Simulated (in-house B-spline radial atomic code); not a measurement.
# Ni: excited configurations

How much energy does it take to promote electrons of Ni to other shells? Each configuration is solved by itself and compared with the reference.

Method: Dirac-Hartree-Fock, average of configuration, Fermi nucleus, basis-set limit. Code: in-house B-spline radial atomic code version 1.

### 1 The system

```
element       : nickel (Z = 28)
charge        : 0
electrons     : 28
configuration : [Ar] 3d8 4s2
Hamiltonian   : Dirac-Coulomb
nucleus       : Fermi, rms radius 3.776 fm
```

Outer shells as boxes (Hund's rule):

[Ar] 3d8 4s2
```
[Ar] core
3d [↑↓][↑↓][↑↓][↑ ][↑ ]
4s [↑↓]
```

The boxes draw the filling by Hund's rule, which heavy ions in jj coupling don't follow; these runs average over all states of the configuration.

Input settings:

```ini
Z = 28
electrons = 28.0
configuration = [Ar] 3d8 4s2
hamiltonian = dirac
method = hf
spin_polarised = False
nucleus = fermi
rms_radius = 3.7757
mass_number = 58
atomic_mass = 57.93534165
speed_of_light = 137.035999084
```

This reference run was done before. Its total energy is -1519.305713 hartree, and its levels are (the highest eight at most):

| orbital | occupation | energy (eV) | <r> (bohr) |
| --- | --- | --- | --- |
| 2p1/2 | 2 | -912.53 | 0.2128 |
| 2p3/2 | 4 | -894.79 | 0.2159 |
| 3s1/2 | 2 | -136.33 | 0.7395 |
| 3p1/2 | 2 | -91.582 | 0.7749 |
| 3p3/2 | 4 | -89.219 | 0.7843 |
| 3d3/2 | 3.2 | -18.662 | 0.9687 |
| 3d5/2 | 4.8 | -18.385 | 0.9754 |
| 4s1/2 | 2 | -7.661 | 3.012 |

### 2 [Ar] 3d8 4s1 8g1

Input settings:

```ini
Z = 28
electrons = 28.0
configuration = [Ar] 3d8 4s1 8g1
hamiltonian = dirac
method = hf
spin_polarised = False
nucleus = fermi
rms_radius = 3.7757
mass_number = 58
atomic_mass = 57.93534165
speed_of_light = 137.035999084
```

### 3 Configuration [Ar] 3d7 4s2 4f1

The settings differ from step 2 so:

```diff
@@ -2,3 +2,3 @@
 electrons = 28.0
-configuration = [Ar] 3d8 4s1 8g1
+configuration = [Ar] 3d7 4s2 4f1
 hamiltonian = dirac
```

### 4 Run with [Ne] 3s2 3p5 3d9 4s2

The settings differ from step 3 so:

```diff
@@ -2,3 +2,3 @@
 electrons = 28.0
-configuration = [Ar] 3d7 4s2 4f1
+configuration = [Ne] 3s2 3p5 3d9 4s2
 hamiltonian = dirac
```

### 5 Run with [Ne] 3s2 3p5 3d8 4s2 5g1

The settings differ from step 4 so:

```diff
@@ -2,3 +2,3 @@
 electrons = 28.0
-configuration = [Ne] 3s2 3p5 3d9 4s2
+configuration = [Ne] 3s2 3p5 3d8 4s2 5g1
 hamiltonian = dirac
```

### 6 Run with [Ar] 3d8 4s1 4f1

The settings differ from step 5 so:

```diff
@@ -2,3 +2,3 @@
 electrons = 28.0
-configuration = [Ne] 3s2 3p5 3d8 4s2 5g1
+configuration = [Ar] 3d8 4s1 4f1
 hamiltonian = dirac
```

### 7 Configuration [Ar] 3d7 4s2 8g1

The settings differ from step 6 so:

```diff
@@ -2,3 +2,3 @@
 electrons = 28.0
-configuration = [Ar] 3d8 4s1 4f1
+configuration = [Ar] 3d7 4s2 8g1
 hamiltonian = dirac
```

### 8 [Ar] 3d8 4s1 5p1

The settings differ from step 7 so:

```diff
@@ -2,3 +2,3 @@
 electrons = 28.0
-configuration = [Ar] 3d7 4s2 8g1
+configuration = [Ar] 3d8 4s1 5p1
 hamiltonian = dirac
```

### 9 Configuration [Ar] 3d7 4s2 7f1

The settings differ from step 8 so:

```diff
@@ -2,3 +2,3 @@
 electrons = 28.0
-configuration = [Ar] 3d8 4s1 5p1
+configuration = [Ar] 3d7 4s2 7f1
 hamiltonian = dirac
```

**Question.** How far above the reference does each configuration lie (order and size, in eV)?

As calculated:

| net move | configuration | energy above the reference (eV) | with Breit, QED, recoil (eV) | largest <r> (bohr) |
| --- | --- | --- | --- | --- |
| 4s → 5p | [Ar] 3d8 4s1 5p1 | 5.730 | 5.725 | 11.9 |
| 4s → 4f | [Ar] 3d8 4s1 4f1 | 6.496 | 6.490 | 18.0 |
| 4s → 8g | [Ar] 3d8 4s1 8g1 | 7.134 | 7.129 | 86.0 |
| 3d → 4f | [Ar] 3d7 4s2 4f1 | 12.438 | 12.456 | 18.0 |
| 3d → 7f | [Ar] 3d7 4s2 7f1 | 13.011 | 13.029 | 67.4 |
| 3d → 8g | [Ar] 3d7 4s2 8g1 | 13.076 | 13.094 | 86.0 |
| 3p → 3d | [Ne] 3s2 3p5 3d9 4s2 | 69.979 | 69.892 | 2.99 |
| 3p → 5g | [Ne] 3s2 3p5 3d8 4s2 5g1 | 82.935 | 82.864 | 27.5 |

Quantum defects of the promoted electron, δ = n − ζ/√(−2ε) with ζ = 1 and ε its orbital energy in hartree:

| promotion | δ |
| --- | --- |
| 4s → 5p | 2.100 |
| 3d → 7f | 0.002 |
| 3p → 5g | 0.000 |

What this shows: At the bottom stands 4s → 5p (5.730 eV), at the top 3p → 5g (82.935 eV). Koopmans' estimate of the ionisation threshold is 7.661 eV; 5 configurations exceed it by over 2 % and could autoionise. Of those tabulated, the defect is largest for 5p (2.10) and least for 5g (0.00): low angular momentum penetrates the core, high angular momentum stays outside it. These are averages over configurations, without correlation, not spectroscopic levels.
